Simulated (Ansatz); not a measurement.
# CoF: the cost of one run

The runs use Ansatz 0.2.0, Gaussian basis; def2-QZVPP, core rule «outside noble gas», up to 10 orbitals frozen.

Plan: UHF; ROHF; CCSD(T) on UHF.

2 further runs of the same task are left out: 2 set aside as unsound or not needed.

## 1. The system

The geometry is a PBE0/def2-TZVP stationary point (not a proven minimum) of the parent state, kept for this charge and spin.

2 atoms, charge 0, spin multiplicity 5.

Atoms are counted from 1 here; the program's logs count them from 0.

Bond lengths: Co1–F2 1.746 Å.

## 2. UHF

Input file in.yaml:

```yaml
crystal:
  periodic: [false, false, false]
  atoms:
    - {symbol: Co, position_ang: [0.000000, 0.000000, 0.000000]}
    - {symbol: F, position_ang: [0.000000, 0.000000, 1.746400]}
basis:
  gaussian: {orbitals: "def2-QZVPP.json"}
magnetization: {spin_polarized: true, initial_magnetization: 4}
hamiltonian: {xc: hf}
output: {orbitals: {seedname: orbitals}}
```

Launch:

```console
$ ansatz run in.yaml --threads 1 --pin off --events-out ev --progress --plain --max-ram 4096MiB --backend cpu
```

**Question.** How long does this run take on 1 thread of AMD EPYC 7R13, shared host, and how much memory does it need?

About 30 s, with a peak of 0.46 GiB.
